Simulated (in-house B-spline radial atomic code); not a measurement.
**Hg⁴⁰⁺: ionisation energy by several methods**

How far do functionals differ on the ionisation energy of Hg⁴⁰⁺? Each run solves Hg⁴⁰⁺ and then the next ion ([Kr] 4d3).

Method: Dirac-Coulomb, several functionals; spherical all-electron atom at the radial basis limit. Code: in-house B-spline radial atomic code version 1.

## 1. The system

- element: mercury (Z = 80)
- charge: +40
- electrons: 40
- configuration: [Kr] 4d4
- nucleus: Fermi, rms radius 5.465 fm

The outer shells:

[Kr] 4d4
```
[Kr] core
4d [↑ ][↑ ][↑ ][↑ ][  ]
```

The boxes only draw the filling; these runs are spin-restricted and spherical.

## 2. exchange-only LDA

Input settings:

```ini
Z = 80
electrons = 40.0
configuration = [Kr] 4d4
hamiltonian = dirac
method = lda,
spin_polarised = False
nucleus = fermi
rms_radius = 5.4648
mass_number = 202
atomic_mass = 201.970643604
speed_of_light = 137.035999084
```

## 3. RPBE, a GGA

Settings: those of step 2 with these lines changed.

```diff
@@ -4,3 +4,3 @@
 hamiltonian = dirac
-method = lda,
+method = rpbe,pbe
 spin_polarised = False
```

Q: The tabulated ionisation energy is 1928 ± 4 eV (tabulated theoretical; NIST Atomic Spectra Database). What does each method give, and which comes nearest?

The runs gave:

| method | rung | total energy (hartree) | ΔSCF (eV) | with Breit, QED, recoil (eV) | −ε highest (eV) | corrected ΔSCF less tabulated (eV) |
| --- | --- | --- | --- | --- | --- | --- |
| exchange-only LDA | LDA | -18646.1169 | 1911.66 | 1910.64 | 1869.77 (4d5/2) | -17.36 |
| RPBE | GGA | -18663.0961 | 1914.51 | 1913.48 | 1872.70 (4d5/2) | -14.52 |

What this shows: The tabulated ionisation energy is 1928 ± 4 eV (tabulated theoretical; NIST Atomic Spectra Database). RPBE comes nearest (-14.52 eV) and exchange-only LDA is farthest (-17.36 eV, 0.90 %). All methods miss on the same side by much the same amount, which points to something that they share. Open shells are averaged (over orientations, and over spins where the run is restricted), while tables refer to the lowest levels.

Members of this set that are not shown: 2 used exact exchange with fractional occupations of an open shell, which is unsound here.
